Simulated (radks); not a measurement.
# Se inside a hard spherical wall

Aim: energy, levels and pressure of Se as a wall, at which all orbitals vanish, closes in. The configuration stays [Ar] 3d10 4s2 4p4.

Program: radks (a radial shooting solver on a logarithmic mesh, Libxc functionals) version 1. Level of theory: non-relativistic Kohn-Sham, PBE, spin-polarised, spherical densities, point nucleus; open shells are filled with parallel spins first. These are calculated values, not measurements, unless marked.

## (1) Starting point

- element: selenium (Z = 34)
- charge: 0
- electrons: 34
- configuration: [Ar] 3d10 4s2 4p4

Outer shells as boxes (Hund's rule):

Se
```
[Ar] core
3d [↑↓][↑↓][↑↓][↑↓][↑↓]
4s [↑↓]
4p [↑↓][↑ ][↑ ]
```

## (2) The free atom

Input:

```text
Z 34
configuration [Ar] 3d10 4s2 4p4 5s0 4d0 5p0
relativity non-relativistic
functional pbe,pbe
spin polarised
nucleus point
```

## (3) Wall at 20 bohr

Input: that of step 2 with these lines changed.

```diff
@@ -6 +6,2 @@
 nucleus point
+wall 20 bohr
```

## (4) Wall at 15 bohr

Input: that of step 3 with these lines changed.

```diff
@@ -6,2 +6,2 @@
 nucleus point
-wall 20 bohr
+wall 15 bohr
```

## (5) Wall at 10 bohr

Input: that of step 4 with these lines changed.

```diff
@@ -6,2 +6,2 @@
 nucleus point
-wall 15 bohr
+wall 10 bohr
```

## (6) Wall at 3.5 bohr

Input: that of step 5 with these lines changed.

```diff
@@ -6,2 +6,2 @@
 nucleus point
-wall 10 bohr
+wall 3.5 bohr
```

## (7) Wall at 2.5 bohr

Input: that of step 6 with these lines changed.

```diff
@@ -6,2 +6,2 @@
 nucleus point
-wall 3.5 bohr
+wall 2.5 bohr
```

## (8) Wall at 1.5 bohr

Input: that of step 7 with these lines changed.

```diff
@@ -6,2 +6,2 @@
 nucleus point
-wall 2.5 bohr
+wall 1.5 bohr
```

**Question.** What will these runs give? Wanted: for each run, R; E − E(free); ε(4p); ε(5s, empty); ε(5p, empty); ε(4d, empty); pressure.

The runs gave:

```csv
R (bohr),E − E(free) (eV),ε(4p) (eV),"ε(5s, empty) (eV)","ε(5p, empty) (eV)","ε(4d, empty) (eV)",pressure (GPa)
free,0.000,-7.151,-,-,-,0
20,0.000,-7.151,-,-,-,< 0.0001
15,0.000,-7.151,-0.492,-,-,< 0.0001
10,0.002,-7.145,-0.052,1.689,2.060,0.00209
3.5,18.172,1.702,38.182,48.996,20.459,206
2.5,100.90,25.062,116.26,132.43,53.428,2580
1.5,892.10,178.95,527.82,542.57,222.02,90861
```

In words: Eigenvalues are for spin up. At the tightest wall, 1.5 bohr, the energy stands 892.10 eV above the free atom and the pressure, −dE/dV, is 90861 GPa. Of the levels in the table that exist at both ends, 4p rises most from the free atom (186.10 eV). From R = 3.5 bohr inwards the highest occupied level lies above zero, pushed up by confinement. Shells are not refilled when levels cross, and a hard wall is a model, not a crystal.
